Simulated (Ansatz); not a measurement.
# CuPd (Skaergaardite): from the listed structure to its properties

This session takes CuPd (Skaergaardite) and sets out to find the equilibrium cell, compute bands, density of states and charges and fit an equation of state.

Computed with Ansatz 0.2.0 (DFT r2SCAN, scalar-relativistic, plane waves, PAW, unless a step's input says otherwise).

## (1) The starting structure

Symmetry: Pm-3m, No. 221, cubic system. Conventional cell: a = 2.988 Å, b = 2.988 Å, c = 2.988 Å, α = 90.00°, β = 90.00°, γ = 90.00°. Cu (site symmetry m-3m) is surrounded by 8 Pd at 2.59 Å. Pd (site symmetry m-3m) is surrounded by 8 Cu at 2.59 Å.

Structure file:

```cif
data_structure
_symmetry_space_group_name_H-M 'P 1'
_symmetry_Int_Tables_number 1
_cell_length_a 2.9880
_cell_length_b 2.9880
_cell_length_c 2.9880
_cell_angle_alpha 90.000
_cell_angle_beta 90.000
_cell_angle_gamma 90.000
_cell_volume 26.68
loop_
_atom_site_label
_atom_site_type_symbol
_atom_site_fract_x
_atom_site_fract_y
_atom_site_fract_z
_atom_site_occupancy
Cu1 Cu 0.00000 0.00000 0.00000 1
Pd1 Pd 0.50000 0.50000 0.50000 1
```

Source of the structure: the Crystallography Open Database.

(A quick probe on a coarse mesh, which set the mesh and smearing, is not shown.)

## (3) Relaxing cell and atoms

Input file input.yaml:

```yaml
crystal:
  lattice:
    - [2.988, 0.0, 0.0]
    - [0.0, 2.988, 0.0]
    - [0.0, 0.0, 2.988]
  atoms:
    - { symbol: Cu, position: [0.0, 0.0, 0.0] }
    - { symbol: Pd, position: [0.5, 0.5, 0.5] }
basis:
  ecutwfc: 500
kpoints:
  mp_grid: { grid: [14, 14, 14] }
hamiltonian:
  xc: r2scan
scf:
  occupations: { method: gaussian, width: 0.1 }
output:
  forces: true
  stress: true
  eigenvalues: true
relax:
  adjacent_minimum: "off"
  f_tol: 0.005
  max_steps: 80
  cell: { stress_tol: 0.05 }
```

The run is started by

```
ansatz run input.yaml --threads 1 --pin off --max-ram 2560MiB --backend cpu --events-out ev --progress --plain --runs-dir out
```

Further runs follow: bands, states and charges; point at V/V0 = 0.97; point at V/V0 = 1.03; the cell scaled to 0.94 of its volume; point at V/V0 = 1.06.

**Question.** What will these runs give? Wanted: relaxed cell; volume; formation energy; gap; states at the Fermi level; Bader charges; equilibrium volume of the fit; bulk modulus.

**Answer**, as computed:

```
                                                               quantity                                                                      value
                                                           relaxed cell  a = 2.980 Å, b = 2.980 Å, c = 2.980 Å, α = 90.00°, β = 90.00°, γ = 90.00°
                                                   space group (0.01 Å)                                                            Pm-3m (No. 221)
                                                                 volume                                                              13.23 Å³/atom
formation energy (elements from runs with the same settings, not shown)                                                              -0.12 eV/atom
                                                                    gap                                                               none (metal)
                                              states at the Fermi level                                                       0.81 per eV per cell
                                                          Bader charges                                                       Cu +0.26, Pd -0.26 e
                                          equilibrium volume of the fit                                                              13.23 Å³/atom
                                                           bulk modulus                                                                    173 GPa
                                                its pressure derivative                                                                        5.3
```

In words: The relaxed volume is 0.8 % smaller than at the start. The start is a reported cell, which holds thermal expansion that this zero-temperature run lacks. There is no gap at this level. Of the projected weight within 0.25 eV of the Fermi level, the largest part is Pd 4d (51 %) and Cu 3d (40 %). Bader charges reach 0.3 e, so charge transfer in this metal is small. The fit puts the minimum at 13.23 Å³/atom with B = 173 GPa and B' = 5.3.
